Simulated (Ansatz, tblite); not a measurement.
# SiMe(OiPr)3 (C10H24O3Si): rung by rung

Aim: run the singlet of SiMe(OiPr)3 (C10H24O3Si) at one geometry on many levels, and compare frontier levels, spin and run time.

Program: Ansatz 0.2.0, Gaussian basis. Level of theory: as each input shows. These are calculated values, not measurements.

Levels to be run: GFN1-xTB, GFN2-xTB, PBE-D4/def2-TZVP, r2SCAN-D4/def2-TZVP, LC-ωPBE/def2-TZVP, B97M-V/def2-TZVP, BLYP-D4/def2-TZVP, PBE-D4/def2-SVP, PBE0-D4/def2-SVP, HF/STO-3G, CCSD(T)/def2-SVP, MP2/def2-TZVP, RPA/def2-TZVP.

## Step 1: The structure

The singlet was relaxed beforehand with PBE-D4/def2-SVP.

38 atoms, charge 0, spin multiplicity 1.

Bond lengths: Si1–C2 1.875 Å, Si1–O6 1.671 Å, Si1–O17 1.671 Å, Si1–O28 1.670 Å, C2–H3 1.109 Å, C2–H4 1.109 Å, C2–H5 1.109 Å, O6–C7 1.436 Å, C7–C8 1.525 Å, C7–C9 1.528 Å, C7–H10 1.118 Å, C8–H11 1.109 Å, C8–H12 1.109 Å, C8–H13 1.108 Å, C9–H14 1.107 Å, C9–H15 1.109 Å, C9–H16 1.109 Å, O17–C18 1.435 Å and more. Angles: C2–Si1–O6 111.2°, C2–Si1–O17 111.2°, C2–Si1–O28 111.3°, O6–Si1–O17 107.8°, O6–Si1–O28 107.3°, O17–Si1–O28 107.8°, Si1–C2–H3 111.2°, Si1–C2–H4 111.0°, Si1–C2–H5 111.0°, H3–C2–H4 107.8°, H3–C2–H5 107.9°, H4–C2–H5 107.8°, Si1–O6–C7 124.9°, O6–C7–C8 107.8°, O6–C7–C9 109.5°, O6–C7–H10 109.5°, C8–C7–C9 113.2°, C8–C7–H10 108.4° and more.

PBE0-D4/def2-TZVP was run before; its log isn't repeated, and its numbers join the tables.

## Step 2: GFN1-xTB

Tight binding, by tblite at 300 K electronic temperature and without a spin-polarisation term:

```python
tblite.interface.Calculator('GFN1-xTB', numbers, positions, charge=0, uhf=0).singlepoint()
```

Energy -1368.2642 eV, HOMO -11.60 eV, LUMO -3.49 eV; 0.056 s.

## Step 3: GFN2-xTB

Tight binding, by tblite at 300 K electronic temperature and without a spin-polarisation term:

```python
tblite.interface.Calculator('GFN2-xTB', numbers, positions, charge=0, uhf=0).singlepoint()
```

Energy -1298.7632 eV, HOMO -10.60 eV, LUMO -2.76 eV; 0.033 s.

## Step 4: PBE-D4/def2-TZVP

start.molden holds the orbitals of an earlier run on this state, given as this run's starting guess.

The input, in.yaml:

```yaml
crystal:
  periodic: [false, false, false]
  atoms:
    - {symbol: Si, position_ang: [0.092663, -0.064479, 0.488530]}
    - {symbol: C, position_ang: [0.429405, -0.356385, 2.309557]}
    - {symbol: H, position_ang: [-0.512703, -0.365459, 2.895191]}
    - {symbol: H, position_ang: [1.080373, 0.439416, 2.726349]}
    - {symbol: H, position_ang: [0.938679, -1.329023, 2.469322]}
    - {symbol: O, position_ang: [1.499565, -0.157650, -0.408901]}
    - {symbol: C, position_ang: [2.269137, -1.353058, -0.609807]}
    - {symbol: C, position_ang: [3.740873, -0.957147, -0.657981]}
    - {symbol: C, position_ang: [1.793558, -2.056825, -1.879411]}
    - {symbol: H, position_ang: [2.117557, -2.044900, 0.255583]}
    - {symbol: H, position_ang: [3.919432, -0.258574, -1.501203]}
    - {symbol: H, position_ang: [4.388551, -1.846155, -0.796902]}
    - {symbol: H, position_ang: [4.038998, -0.447505, 0.279646]}
    - {symbol: H, position_ang: [0.717899, -2.305223, -1.795097]}
    - {symbol: H, position_ang: [1.929570, -1.390473, -2.755904]}
    - {symbol: H, position_ang: [2.365306, -2.990877, -2.055656]}
    - {symbol: O, position_ang: [-0.577626, 1.444131, 0.232318]}
    - {symbol: C, position_ang: [0.068391, 2.701378, 0.479398]}
    - {symbol: C, position_ang: [-1.008509, 3.704595, 0.880688]}
    - {symbol: C, position_ang: [0.855038, 3.129030, -0.759832]}
    - {symbol: H, position_ang: [0.783702, 2.591936, 1.332686]}
    - {symbol: H, position_ang: [-1.741266, 3.824156, 0.055747]}
    - {symbol: H, position_ang: [-0.565989, 4.696530, 1.103063]}
    - {symbol: H, position_ang: [-1.555202, 3.353197, 1.778587]}
    - {symbol: H, position_ang: [1.606747, 2.358704, -1.020263]}
    - {symbol: H, position_ang: [0.166809, 3.247331, -1.622337]}
    - {symbol: H, position_ang: [1.373863, 4.094486, -0.588402]}
    - {symbol: O, position_ang: [-0.963925, -1.204286, -0.123425]}
    - {symbol: C, position_ang: [-2.323524, -1.401025, 0.289282]}
    - {symbol: C, position_ang: [-2.649113, -2.881619, 0.119109]}
    - {symbol: C, position_ang: [-3.245403, -0.486629, -0.518667]}
    - {symbol: H, position_ang: [-2.425876, -1.140104, 1.372569]}
    - {symbol: H, position_ang: [-2.545548, -3.172838, -0.947029]}
    - {symbol: H, position_ang: [-3.686448, -3.101097, 0.443565]}
    - {symbol: H, position_ang: [-1.953708, -3.506062, 0.715361]}
    - {symbol: H, position_ang: [-2.953570, 0.572549, -0.379118]}
    - {symbol: H, position_ang: [-3.164815, -0.727674, -1.599077]}
    - {symbol: H, position_ang: [-4.302901, -0.612377, -0.207523]}
basis:
  gaussian: {orbitals: def2-TZVP, fitting: {mean_field: def2-universal-jkfit}, initial_orbitals: start.molden}
hamiltonian: {xc: pbe, dispersion: d4}
scf: {omitted_lower_state_checks: [starts]}
output: {forces: true, orbitals: {seedname: orbitals}}
```

The run is started by

```
ansatz run in.yaml --threads 2 --pin off --events-out ev --progress --plain --max-ram 32768MiB --backend cuda --devices 0, --max-vram 18GiB
```

The runs that follow: r2SCAN-D4/def2-TZVP; LC-ωPBE/def2-TZVP; B97M-V/def2-TZVP; BLYP-D4/def2-TZVP; PBE-D4/def2-SVP; PBE0-D4/def2-SVP; HF/STO-3G; CCSD(T)/def2-SVP; MP2/def2-TZVP; RPA/def2-TZVP.

**Question.** What will the summary of the whole plan be? Wanted: gap in def2-TZVP, named functionals, smallest and largest; correlation energy, CCSD(T)/def2-SVP; correlation energy, MP2/def2-TZVP; binding an atom, CCSD(T)/def2-SVP; PBE0 total energy, smallest basis above largest.

The runs gave:

```
                                                 quantity                                  value
gap in def2-TZVP, named functionals, smallest and largest  6.24 eV (BLYP-D4), 13.35 eV (LC-ωPBE)
                     correlation energy, CCSD(T)/def2-SVP                              -62.72 eV
                        correlation energy, MP2/def2-TZVP                              -68.48 eV
                        binding an atom, CCSD(T)/def2-SVP                               4.029 eV
          PBE0 total energy, smallest basis above largest         21.65 eV (def2-SVP, def2-TZVP)
```

What this shows: Over the named functionals in def2-TZVP the gap runs from 6.24 eV (BLYP-D4) to 13.35 eV (LC-ωPBE); exact exchange widens it. A small miss in a minimal or small basis is a cancelling of errors, not accuracy. The functionals in def2-TZVP miss CCSD(T)/def2-SVP by +0.157 (BLYP-D4) to +0.247 eV (PBE-D4) an atom. The yardstick is in a double-zeta basis, so levels in larger sets aren't compared like for like. CCSD(T)/def2-SVP isn't at the basis-set limit; small misses against it rank nothing.
